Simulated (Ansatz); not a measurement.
# CH₆O₃SZr: one species, many methods

One table from this session's results is given with a row withheld; the runs are named, their logs left out.

Method: functionals in def2-TZVPP, the program's frozen cores in correlated methods; program: Ansatz 0.2.0, Gaussian basis.

The runs, in order: LDA (SPW92), PBE-D4, revPBE-D4, BLYP-D4, r2SCAN-D4, B97M-V, PBE0-D4, B3LYP-D4, r2SCANh-D4, r2SCAN0-D4, HSE06-D4, BHLYP-D4, CAM-B3LYP-D4, LC-ωPBE, ωB97X-V, ωB97M-V, B2PLYP, PBE-QIDH; CCSD(T)/def2-SVP; MP2/def2-TZVPP; MP2/def2-QZVPP; RPA on PBE.

## Structure used throughout

An earlier PBE0-D4 in a triple-zeta def2 set relaxation fixed the geometry. Zr takes the def2 core potential; no spin-orbit term is included.

SMILES `C[S][Zr]([OH])([OH])[OH]`, 12 atoms, charge 0, spin multiplicity 1.

Atoms are counted from 1 here; the program's logs count them from 0.

Bond lengths: C1–S2 1.826 Å, C1–H7 1.093 Å, C1–H8 1.090 Å, C1–H9 1.089 Å, S2–Zr3 2.455 Å, Zr3–O4 1.917 Å, Zr3–O5 1.928 Å, Zr3–O6 1.921 Å, O4–H10 0.953 Å, O5–H11 0.952 Å, O6–H12 0.952 Å. Angles: S2–C1–H7 112.6°, S2–C1–H8 108.1°, S2–C1–H9 110.2°, H7–C1–H8 107.5°, H7–C1–H9 109.2°, H8–C1–H9 109.3°, C1–S2–Zr3 95.3°, S2–Zr3–O4 106.2°, S2–Zr3–O5 107.5°, S2–Zr3–O6 108.4°, O4–Zr3–O5 112.7°, O4–Zr3–O6 112.9°, O5–Zr3–O6 108.9°, Zr3–O4–H10 161.8°, Zr3–O5–H11 157.5°, Zr3–O6–H12 166.5°.

The first run:

Contents of in.yaml:

```yaml
crystal:
  periodic: [false, false, false]
  atoms:
    - {symbol: C, position_ang: [-0.616753, -1.272346, 1.707121]}
    - {symbol: S, position_ang: [1.012258, -1.317405, 0.883342]}
    - {symbol: Zr, position_ang: [0.495336, 0.452860, -0.737771]}
    - {symbol: O, position_ang: [2.059278, 0.655587, -1.827047]}
    - {symbol: O, position_ang: [-1.044457, -0.117940, -1.747589]}
    - {symbol: O, position_ang: [0.048284, 2.050904, 0.230893]}
    - {symbol: H, position_ang: [-1.412022, -0.919959, 1.045050]}
    - {symbol: H, position_ang: [-0.869960, -2.287676, 2.012425]}
    - {symbol: H, position_ang: [-0.574660, -0.632120, 2.587619]}
    - {symbol: H, position_ang: [2.804357, 1.041874, -2.277978]}
    - {symbol: H, position_ang: [-1.530749, -0.470069, -2.486957]}
    - {symbol: H, position_ang: [-0.370911, 2.816301, 0.610870]}
basis:
  gaussian: {orbitals: def2-TZVPP}
hamiltonian: {xc: lda}
output: {orbitals: {seedname: orbitals}}
```

Command:

```
$ ansatz run in.yaml --threads 4 --pin off --events-out ev --progress --plain --max-ram 11315MiB
```

Steps of the session up to this table: LDA; PBE-D4 (GGA); revPBE-D4 (GGA); BLYP-D4 (GGA); r2SCAN-D4 (meta-GGA); B97M-V (meta-GGA); PBE0-D4 (hybrid); B3LYP-D4 (hybrid); r2SCANh-D4 (hybrid); r2SCAN0-D4 (hybrid); HSE06-D4 (hybrid); BHLYP-D4 (hybrid); CAM-B3LYP-D4 (range-separated); LC-ωPBE (range-separated); ωB97X-V (range-separated); ωB97M-V (range-separated); B2PLYP (double hybrid); PBE-QIDH (double hybrid).

One of the session's tables, all rows but one given; the rest of the session is left out.

It belongs to the step «Orbital energies across the functionals». 

```
  functional  HOMO (eV)  gap (eV)
 LDA (SPW92)      -5.38      3.87
      PBE-D4      -5.25      3.96
   revPBE-D4      -5.20      4.00
     BLYP-D4      -5.10      3.92
   r2SCAN-D4      -5.51      4.42
      B97M-V      -5.58      4.49
     PBE0-D4      -6.44      6.03
    B3LYP-D4      -6.20      5.56
  r2SCANh-D4      -5.94      5.18
  r2SCAN0-D4      -6.61      6.33
    HSE06-D4      -6.04      5.25
    BHLYP-D4      -7.49      7.75
CAM-B3LYP-D4          ?         ?
     LC-ωPBE      -9.06     10.42
     ωB97X-V      -8.73      9.98
     ωB97M-V      -8.58      9.27
```

**Question.** Estimate the row for CAM-B3LYP-D4.

As computed: HOMO (eV): -7.71; gap (eV): 8.11. In the column «HOMO (eV)» it lies between ωB97M-V (-8.58) and BHLYP-D4 (-7.49).
